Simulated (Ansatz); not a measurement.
## CH5ClSSn, SMILES C[S][SnH2][Cl]: harmonic frequencies at the relaxed geometry

Computed with Ansatz 0.2.0, Python API.

`freq_ch5clssn.py`
```python
'''Vibrations and zero-point energy of CH5ClSSn.'''

import itertools

import ansatz
from ase import Atoms
from ase.data import atomic_numbers, covalent_radii
import numpy as np

atoms = Atoms(['C', 'S', 'Sn', 'Cl', 'H', 'H', 'H', 'H', 'H'], positions=[
    [0.0319, 1.2988, -0.8363],
    [1.4094, 0.246, -0.6058],
    [0.1647, -1.2559, 0.8332],
    [-1.4991, -2.2347, -0.3545],
    [-0.8453, 0.7752, -1.3414],
    [-0.3502, 1.7702, 0.1262],
    [0.3041, 2.1852, -1.5072],
    [1.3161, -2.4892, 1.4224],
    [-0.4432, -0.3419, 2.2463],
])
molecule = ansatz.Crystal.molecule_from_ase(atoms)

calculation = (
    molecule.calculation()
    .basis(gaussian='def2-SVP')
    .functional('hf')
)
symbols = [site.symbol for site in molecule.cartesian_sites]
start = np.array([site.position_ang for site in molecule.cartesian_sites], dtype=float)
def progress(event):
    if event['event'] == 'relax_step':
        row = event['data']
        print(f'step {row["step"]:3d}  E = {row["lagrangian_ev"]:.6f} eV  largest force component {row["allowed_force_max_ev_ang"]:.4f} eV/A')


data = calculation.relax(force_tolerance=0.003).session().plan().execute(on_event=progress).report
end = np.array(data['positions_ang'])

# pairs closer than 1.2 times the sum of covalent radii, before or after
radius = [covalent_radii[atomic_numbers[s]] for s in symbols]
span = lambda where, i, j: np.linalg.norm(where[i] - where[j])
bonded = [(i, j) for i, j in itertools.combinations(range(len(symbols)), 2) if min(span(start, i, j), span(end, i, j)) < 1.2 * (radius[i] + radius[j])]
print('pair        before    after (A)')
for i, j in bonded:
    print(f'{symbols[i]}{i}-{symbols[j]}{j}'.ljust(10), f'{span(start, i, j):8.4f} {span(end, i, j):8.4f}')

# frequencies need a stationary point, so they are taken at the relaxed geometry
minimum = ansatz.Crystal.molecule()
for symbol, place in zip(symbols, end):
    minimum = minimum.atom(symbol, place.tolist())
vibrating = minimum.calculation().basis(gaussian='def2-SVP').functional('hf').phonons(temperatures=(100, 500, 100))
vib = vibrating.run(threads=1, pin='off').report['vibrations']
sums = vib['harmonic_sums']
modes = [m['omega_inv_cm'] for m in sums['modes_at_gamma'] if m['rigid_motion'] == 'no']
print('frequencies (1/cm):', ' '.join(f'{w:.0f}' for w in modes))
print('imaginary modes:', sum(w < 0 for w in modes), ' zero-point energy:', round(sums['zero_point_energy_ev'], 4), 'eV')
print('T (K)   F_vib (eV)   S_vib (meV/K)   C_vib (meV/K)')
for row in zip(sums['temperatures_k'], sums['vibrational_free_energy_ev'], vib['entropy_ev_per_k'], vib['heat_capacity_ev_per_k']):
    print(f'{row[0]:6.1f} {row[1]:11.4f} {1000 * row[2]:13.4f} {1000 * row[3]:15.4f}')
```

`python freq_ch5clssn.py` gives:
```text
step   1  E = -30228.846603 eV  largest force component 2.8596 eV/A
step   2  E = -30229.232191 eV  largest force component 1.4966 eV/A
step   3  E = -30229.347436 eV  largest force component 0.7806 eV/A
step   4  E = -30229.369208 eV  largest force component 0.1960 eV/A
step   5  E = -30229.370923 eV  largest force component 0.0429 eV/A
step   6  E = -30229.371680 eV  largest force component 0.0386 eV/A
step   7  E = -30229.371976 eV  largest force component 0.0172 eV/A
step   8  E = -30229.372051 eV  largest force component 0.0043 eV/A
step   9  E = -30229.372086 eV  largest force component 0.0062 eV/A
step  10  E = -30229.372086 eV  largest force component 0.0072 eV/A
step  11  E = -30229.372092 eV  largest force component 0.0012 eV/A
pair        before    after (A)
C0-S1        1.7490   1.8319
C0-H4        1.1396   1.0873
C0-H5        1.1378   1.0880
C0-H6        1.1445   1.0877
S1-Sn2       2.4240   2.4031
Sn2-Cl3      2.2665   2.3666
Sn2-H7       1.7872   1.6961
Sn2-H8       1.7894   1.7002
frequencies (1/cm): 43 114 146 184 375 384 446 577 705 746 756 1051 1064 1466 1581 1588 2057 2077 3206 3315 3323
imaginary modes: 0  zero-point energy: 1.5623 eV
T (K)   F_vib (eV)   S_vib (meV/K)   C_vib (meV/K)
 100.0      1.5519        0.2484          0.2929
 200.0      1.5130        0.5237          0.5219
 300.0      1.4480        0.7723          0.7103
 400.0      1.3593        0.9981          0.8612
 500.0      1.2491        1.2040          0.9846
```

Notes:
- Total energies depend on the basis set; only differences at equal settings carry meaning.
- The frequencies are harmonic and unscaled, in a modest basis. The result belongs to the one conformer reached from this start, and soft torsions count as harmonic oscillators.
- def2 sets replace the cores of elements past krypton by effective core potentials.
- Hardware and time: 2.4 min on 1 thread of Intel(R) Xeon(R) Platinum 8488C (Sapphire Rapids), on a shared host, peak memory 0.31 GiB.
